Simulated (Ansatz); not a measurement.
# YSb: how the settings move a single-point run

How sensitive is a single-point run of YSb to its settings? A reference run comes first, then one run with altered input. The cell is built on a prototype (NiAs type) and needn't be the phase found in nature.

Computed with Ansatz 0.2.0 (reference: DFT, HSE06, plane waves, PAW, unless a step's input says otherwise).

1 further run of the same task is left out (for a known fault of the program).

## Step 1: The starting structure

It takes space group P6_3/mmc (No. 194, hexagonal). The conventional cell has a = 4.366 Å, b = 4.366 Å, c = 7.473 Å, α = 90.00°, β = 90.00°, γ = 120.00°. Y (site symmetry -3m) has 6 Sb at 3.14 Å as nearest neighbours. Sb (site symmetry -6m2) is surrounded by 6 Y at 3.14 Å.

Structure file:

```cif
data_structure
_symmetry_space_group_name_H-M 'P 1'
_symmetry_Int_Tables_number 1
_cell_length_a 4.3664
_cell_length_b 4.3664
_cell_length_c 7.4734
_cell_angle_alpha 90.000
_cell_angle_beta 90.000
_cell_angle_gamma 120.000
_cell_volume 123.39
loop_
_atom_site_label
_atom_site_type_symbol
_atom_site_fract_x
_atom_site_fract_y
_atom_site_fract_z
_atom_site_occupancy
Y1 Y 0.00000 0.00000 0.00000 1
Y2 Y 0.00000 0.00000 0.50000 1
Sb1 Sb 0.33333 0.66667 0.25000 1
Sb2 Sb 0.66667 0.33333 0.75000 1
```

## Step 2: The reference run

Contents of input.yaml:

```yaml
crystal:
  lattice:
    - [4.36637614, 0.0, 0.0]
    - [-2.18318807, 3.7813926597, 0.0]
    - [0.0, 0.0, 7.4733917543]
  atoms:
    - { symbol: "Y", position: [0.0, 0.0, 0.0] }
    - { symbol: "Y", position: [0.0, 0.0, 0.5] }
    - { symbol: Sb, position: [0.3333333333, 0.6666666667, 0.25] }
    - { symbol: Sb, position: [0.6666666667, 0.3333333333, 0.75] }
kpoints:
  mp_grid: { grid: [6, 6, 2] }
hamiltonian:
  xc: hse06
scf:
  occupations: { method: fermi_dirac, width: 0.02 }
  n_extra_bands: 5
output:
  forces: true
  stress: true
  eigenvalues: true
```

Command:

```bash
$ ansatz run input.yaml --threads 4 --pin off --max-ram 3686MiB --backend cpu --events-out ev --progress --plain --runs-dir out
```

## Step 3: Changed: occupations.method methfessel_paxton, occupations.width 0.2

input.yaml, as its differences from that of step 2:

```diff
@@ -15,3 +15,3 @@
 scf:
-  occupations: { method: fermi_dirac, width: 0.02 }
+  occupations: { method: methfessel_paxton, width: 0.2 }
   n_extra_bands: 5
```

Q: Predict the outcome of this session. Wanted: for each run, ending; energy change; pressure; gap; force.

As calculated:

| run | ending | energy change | pressure (GPa) | gap (eV) | force (eV/Å) | cycles | time |
| --- | --- | --- | --- | --- | --- | --- | --- |
| reference | converged | 0 | -0.5 | 0.00 | 0.00 | 18 | 49 s |
| 1: occupations.method methfessel_paxton, occupations.width 0.2 | converged | +0.3 meV/atom (σ→0) | -0.5 | 0.00 | 0.00 | 19 | 51 s |

Residual by cycle in the longest SCF loop of each run; runs are numbered as in the table. The quantity is the density residual dr2, in eV.

| cycle | reference | run 1 |
| --- | --- | --- |
| 1 | 0.00236 | 0.00186 |
| 2 | 6.8e-4 | 6.3e-4 |
| 3 | 2.4e-4 | 6.6e-5 |
| 4 | 3.2e-5 | 5.3e-6 |
| 5 | 4.2e-6 | 8.0e-7 |
| 6 | 2.9e-6 | 1.2e-7 |
| 7 | 6.6e-7 | 5.6e-9 |
| 8 | 2.7e-8 | 3.0e-10 |
| 9 | 3.9e-9 | - |
| 10 | 1.9e-11 | - |

Changing the smearing hardly moves the energy: +0.3 meV/atom. Cost: 19 SCF cycles against 18.
